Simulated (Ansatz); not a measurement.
**TiN (rocksalt type): how the settings move a single-point run**

Question: which choices in the input matter for TiN (rocksalt type)?

Method: reference: DFT, PBE, all-electron LAPW, scalar-relativistic, in Ansatz 0.2.0.

**1. The system as given**

It takes space group Fm-3m (No. 225, cubic). The conventional cell has a = 3.807 Å, b = 3.807 Å, c = 3.807 Å, α = 90.00°, β = 90.00°, γ = 90.00°. Ti (site symmetry m-3m) has 6 N at 1.90 Å as nearest neighbours. N (site symmetry m-3m) is surrounded by 6 Ti at 1.90 Å.

As a file:

```cif
data_structure
_symmetry_space_group_name_H-M 'P 1'
_symmetry_Int_Tables_number 1
_cell_length_a 2.6920
_cell_length_b 2.6920
_cell_length_c 2.6920
_cell_angle_alpha 60.000
_cell_angle_beta 60.000
_cell_angle_gamma 60.000
_cell_volume 13.79
loop_
_atom_site_label
_atom_site_type_symbol
_atom_site_fract_x
_atom_site_fract_y
_atom_site_fract_z
_atom_site_occupancy
Ti1 Ti 0.00000 0.00000 0.00000 1
N1 N 0.50000 0.50000 0.50000 1
```

**2. Reference**

Input file input.yaml:

```yaml
crystal:
  lattice:
    - [0.0, 1.9035469607, 1.9035469607]
    - [1.9035469607, 0.0, 1.9035469607]
    - [1.9035469607, 1.9035469607, 0.0]
  atoms:
    - { symbol: Ti, position: [0.0, 0.0, 0.0] }
    - { symbol: "N", position: [0.5, 0.5, 0.5] }
kpoints:
  mp_grid: { grid: [15, 15, 15] }
scf:
  occupations: { method: fermi_dirac, width: 0.1 }
hamiltonian:
  xc: pbe
  pseudopotentials: { kind: all_electron, lapw: { basis_error: 0.001 } }
output:
  forces: true
  stress: true
  eigenvalues: true
  populations: true
```

The run is started by

```console
$ ansatz run input.yaml --threads 1 --pin off --max-ram 2048MiB --backend cpu --events-out ev --progress --plain --runs-dir out
```

**3. Changing settings: occupations.method gaussian**

Edit input.yaml of step 2 so:

```diff
@@ -11,3 +11,3 @@
 scf:
-  occupations: { method: fermi_dirac, width: 0.1 }
+  occupations: { method: gaussian, width: 0.1 }
 hamiltonian:
```

What does the calculation give? Wanted: for each run, ending; energy change; pressure; gap; force.

As calculated:

| run | ending | energy change | pressure (GPa) | gap (eV) | force (eV/Å) | cycles | time |
| --- | --- | --- | --- | --- | --- | --- | --- |
| reference | converged | 0 | 180.8 | 0.00 | 0.00 | 7 | 16 s |
| 1: occupations.method gaussian | converged | -0.3 meV/atom (σ→0) | 180.7 | 0.00 | 0.00 | 7 | 15 s |

Residual by cycle in the longest SCF loop of each run; runs are numbered as in the table. The quantity is the density residual dr2, in eV.

| cycle | reference | run 1 |
| --- | --- | --- |
| 1 | 5.53 | 5.53 |
| 2 | 0.0342 | 0.0347 |
| 3 | 0.0434 | 0.0427 |
| 4 | 0.00241 | 0.00218 |
| 5 | 1.6e-5 | 1.6e-5 |
| 6 | 1.6e-6 | 1.5e-6 |
| 7 | 2.5e-8 | 2.4e-8 |

Changing the smearing hardly moves the energy: -0.3 meV/atom. The structure is not at rest: the sound run finds 181 GPa, so these are no properties of the relaxed crystal. The reference leaves spin out although Ti can carry a moment, so its state need not be the lowest.
